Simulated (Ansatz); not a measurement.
Runs of Ansatz 0.2.0 on HPbNO4. It takes space group P2_1/m (No. 11, monoclinic). Conventional cell: a = 6.859 Å, b = 4.229 Å, c = 8.026 Å, α = 90.00°, β = 114.99°, γ = 90.00°. Around H (site symmetry m) lie 1 O at 0.99 Å. Pb (site symmetry m) has 5 O at 2.47 to 2.74 Å as nearest neighbours. N (site symmetry m) has 3 O at 1.24 to 1.28 Å as nearest neighbours. Around O (site symmetry m) lie 1 H at 0.99 Å. O (site symmetry m) has 1 N at 1.24 Å as nearest neighbours. O (site symmetry m) has 1 N at 1.27 Å as nearest neighbours. O (site symmetry m) has 1 N at 1.28 Å as nearest neighbours. The cell was built by a generator and needn't be a form met in nature.

| task | cell | k mesh | points for each segment of the path | target pressure (GPa) | gap on the mesh (eV) | pressure (GPa) |
| --- | --- | --- | --- | --- | --- | --- |
| projected density of states | as given | 5 × 6 × 4 | - | - | 3.08 | 0.0 |
| band structure | as given | 5 × 6 × 4 | 10 | - | 3.08 | 0.0 |
| relaxation of cell and atoms | relaxed to 20 GPa | 3 × 5 × 3 | - | 20 | 2.19 | 20.0 |
| atomic charges | as given | 5 × 6 × 4 | - | - | 3.08 | 0.0 |
| relaxation of cell and atoms | relaxed to 10 GPa | 3 × 5 × 3 | - | 10 | (a) | 10.0 |

Alike in all rows: level PBE; potentials or basis Ansatz PAW; no spin polarisation; cutoff (eV) 420; smearing fermi-dirac 0.05 eV.

Question: Fill in the values left out.

Answer: (a) 2.57.

Caveats: spin-orbit coupling is left out, which as a rule narrows the gap of such compounds by several tenths of an eV; odd divisions of the mesh miss points on the zone boundary, where band edges often lie, so the gap on the mesh can be too wide (some runs); the plane-wave basis is chosen anew once the cell has moved, so the energies of steps on either side of that aren't comparable (some runs); the density of states is complete only up to the lowest level of the last band computed (some runs).

A k mesh can miss the band edges, and the runs leave out spin-orbit coupling on Pb.
